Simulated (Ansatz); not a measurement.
# TiN+ (quintet): wave-function methods side by side, def2-TZVPP

One table from this session's results is given with a row withheld; the runs are named, their logs left out.

The runs use Ansatz 0.2.0, Gaussian basis; def2-TZVPP, core rule «outside noble gas», up to 10 orbitals frozen.

The runs, in order: UHF; ROHF; CCSD(T) on UHF.

### The geometry

The geometry is a PBE0/def2-TZVP stationary point (not a proven minimum).

2 atoms, charge 1, spin multiplicity 5.

Atoms are counted from 1 here; the program's logs count them from 0.

Bond lengths: Ti1–N2 1.985 Å.

Coordinates:

```xyz
2
charge 1, multiplicity 5
Ti    0.00000    0.00000    0.00000
N     0.00000    0.00000    1.98460
```

The first run:

Input file in.yaml:

```yaml
crystal:
  periodic: [false, false, false]
  atoms:
    - {symbol: Ti, position_ang: [0.000000, 0.000000, 0.000000]}
    - {symbol: N, position_ang: [0.000000, 0.000000, 1.984600]}
basis:
  gaussian: {orbitals: def2-TZVPP}
total_charge: 1
magnetization: {spin_polarized: true, initial_magnetization: 4}
hamiltonian: {xc: hf}
output: {orbitals: {seedname: orbitals}}
```

On the command line:

```bash
$ ansatz run in.yaml --threads 1 --pin off --events-out ev --progress --plain --max-ram 4096MiB --backend cpu
```

Steps of the session up to this table: UHF; ROHF; CCSD(T) on UHF.

One table of the session follows, with a row left open; its other results are not shown here.

It belongs to the step «Misses and costs». 

```
  method  from UCCSD(T) (kcal/mol)
    ROHF                   +126.00
     UHF                         ?
    UMP2                    +19.14
   UCCSD                     +5.12
UCCSD(T)                         0
```

Q: Estimate the row for UHF from the others.

**Answer.** from UCCSD(T) (kcal/mol): +120.19. In the column «from UCCSD(T) (kcal/mol)» it lies between UMP2 (+19.14) and ROHF (+126.00).
